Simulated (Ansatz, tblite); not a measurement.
# (MgSe)4 ring (Mg₄Se₄): one state, many levels

How do method and basis change the picture of (MgSe)4 ring (Mg₄Se₄) (singlet)?

The runs use Ansatz 0.2.0, Gaussian basis; as each input shows.

Plan: GFN1-xTB, GFN2-xTB, PBE-D4/def2-TZVP, r2SCAN-D4/def2-TZVP, BHLYP-D4/def2-TZVP, PBE-D4/def2-SVP, PBE0-D4/def2-SVP, HF/STO-3G, MP2/def2-TZVP, RPA/def2-TZVP.

5 further runs of the same task are left out: 4 that didn't finish, 1 set aside as unsound or not needed.

**1. The geometry**

The geometry is that of the singlet, from an earlier relaxation (r2SCAN-D4/def2-SVP).

8 atoms, charge 0, spin multiplicity 1.

Bond lengths: Mg1–Se5 2.411 Å, Mg1–Se8 2.411 Å, Mg2–Se5 2.411 Å, Mg2–Se6 2.411 Å, Mg3–Se6 2.411 Å, Mg3–Se7 2.411 Å, Mg4–Se7 2.411 Å, Mg4–Se8 2.411 Å. Angles: Se5–Mg1–Se8 174.3°, Se5–Mg2–Se6 174.5°, Se6–Mg3–Se7 174.3°, Se7–Mg4–Se8 174.5°, Mg1–Se5–Mg2 95.6°, Mg2–Se6–Mg3 95.7°, Mg3–Se7–Mg4 95.6°, Mg1–Se8–Mg4 95.7°.

PBE0-D4/def2-TZVP was run before; its log isn't repeated, and its numbers join the tables.

**2. GFN1-xTB**

Tight binding, by tblite at 300 K electronic temperature and without a spin-polarisation term:

```python
tblite.interface.Calculator('GFN1-xTB', numbers, positions, charge=0, uhf=0).singlepoint()
```

Energy -447.4328 eV, HOMO -9.50 eV, LUMO -7.00 eV; 0.007 s.

**3. GFN2-xTB**

Tight binding, by tblite at 300 K electronic temperature and without a spin-polarisation term:

```python
tblite.interface.Calculator('GFN2-xTB', numbers, positions, charge=0, uhf=0).singlepoint()
```

Energy -412.4088 eV, HOMO -10.55 eV, LUMO -8.91 eV; 0.023 s.

**4. PBE-D4/def2-TZVP**

start.molden holds the orbitals of an earlier run on this state, given as this run's starting guess.

in.yaml

```yaml
crystal:
  periodic: [false, false, false]
  atoms:
    - {symbol: Mg, position_ang: [0.037311, -0.506449, -2.477615]}
    - {symbol: Mg, position_ang: [-2.439640, 0.624527, -0.165536]}
    - {symbol: Mg, position_ang: [-0.037012, 0.507555, 2.477378]}
    - {symbol: Mg, position_ang: [2.439370, -0.625524, 0.165732]}
    - {symbol: Se, position_ang: [-2.292833, 0.111206, -2.516736]}
    - {symbol: Se, position_ang: [-2.362601, 1.080295, 2.200859]}
    - {symbol: Se, position_ang: [2.291808, -0.114992, 2.517500]}
    - {symbol: Se, position_ang: [2.363589, -1.076627, -2.201582]}
basis:
  gaussian: {orbitals: def2-TZVP, initial_orbitals: start.molden}
hamiltonian: {xc: pbe, dispersion: d4}
scf: {omitted_lower_state_checks: [starts]}
output: {forces: true, orbitals: {seedname: orbitals}}
```

Command:

```console
> ansatz run in.yaml --threads 4 --pin off --events-out ev --progress --plain --max-ram 4787MiB
```

After this run come: r2SCAN-D4/def2-TZVP; BHLYP-D4/def2-TZVP; PBE-D4/def2-SVP; PBE0-D4/def2-SVP; HF/STO-3G; MP2/def2-TZVP; RPA/def2-TZVP.

Q: Predict the results of all the runs planned. Wanted: gap in def2-TZVP, named functionals, smallest and largest; correlation energy, MP2/def2-TZVP; binding an atom, functionals in def2-TZVP; PBE0 total energy, smallest basis above largest.

The runs gave:

| quantity | value |
| --- | --- |
| gap in def2-TZVP, named functionals, smallest and largest | 2.56 eV (PBE-D4), 5.73 eV (BHLYP-D4) |
| correlation energy, MP2/def2-TZVP | -49.60 eV |
| binding an atom, functionals in def2-TZVP | 2.41 (BHLYP-D4) to 2.68 eV (r2SCAN-D4) |
| PBE0 total energy, smallest basis above largest | 39.64 eV (def2-SVP, def2-TZVP) |

**Reading.** Orbital gaps of the named functionals in def2-TZVP span 2.56 eV (PBE-D4) to 5.73 eV (BHLYP-D4); exact exchange widens it.
